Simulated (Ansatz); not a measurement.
# AgAu: the cost of one run

Method: DFT LDA, with the methods named in each step, in Ansatz 0.2.0.

1 further run of the same task is left out (it didn't finish).

## Step 1: The starting structure

The structure is trigonal, space group R-3m (No. 166). The conventional cell has a = 2.915 Å, b = 2.915 Å, c = 14.192 Å, α = 90.00°, β = 90.00°, γ = 120.00°. Around Ag (site symmetry -3m) lie 6 Au at 2.90 Å and 6 Ag at 2.92 Å. Au (site symmetry -3m) has 6 Ag at 2.90 Å and 6 Au at 2.92 Å as nearest neighbours.

Structure file:

```xyz
2
Lattice="1.4576 0.8415 4.7306 -1.4576 0.8415 4.7306 0.0000 -1.6831 4.7306" Properties=species:S:1:pos:R:3 pbc="T T T"
Ag    0.0000    0.0000    0.0000
Au    0.0000    0.0000    7.0960
```

Whether this phase is the stable one at these pressures isn't tested.

Atoms are numbered in the order of the input: Ag1, Au2.

## Step 2: The reference volume, LAPW

input.yaml

```yaml
crystal:
  lattice:
    - [1.4575878671, 0.8415387474, 4.7306410783]
    - [-1.4575878671, 0.8415387474, 4.7306410783]
    - [0.0, -1.6830774949, 4.7306410783]
  atoms:
    - { symbol: Ag, position: [0.0, 0.0, 0.0] }
    - { symbol: Au, position: [0.5, 0.5, 0.5] }
kpoints:
  mp_grid: { grid: [14, 14, 14] }
  band_path:
    path:
      - [0.0, 0.0, 0.0]
      - [0.5, 0.5, 0.5]
      - [0.8122365143, 0.1877634857, 0.5]
      - [0.5, -0.1877634857, 0.1877634857]
      - [0.5, 0.0, 0.0]
      - [0.0, 0.0, 0.0]
      - [0.3438817429, -0.3438817429, 0.0]
      - [0.6561182571, 0.0, 0.3438817429]
      - [0.5, 0.0, 0.5]
    npoints: 14
scf:
  occupations: { method: fermi_dirac, width: 0.05 }
hamiltonian:
  xc: lda
  pseudopotentials: { kind: all_electron, lapw: { basis_error: 0.001 } }
output:
  forces: true
  stress: true
  eigenvalues: true
  populations: true
```

Started as:

```sh
> ansatz run input.yaml --threads 1 --pin off --max-ram 2048MiB --backend cpu --events-out ev --progress --plain --runs-dir out
```

What time and memory should one allow on 1 thread of Intel Xeon 6975P-C (Granite Rapids), shared host?

About 58 s, with a peak of 1.1 GiB.
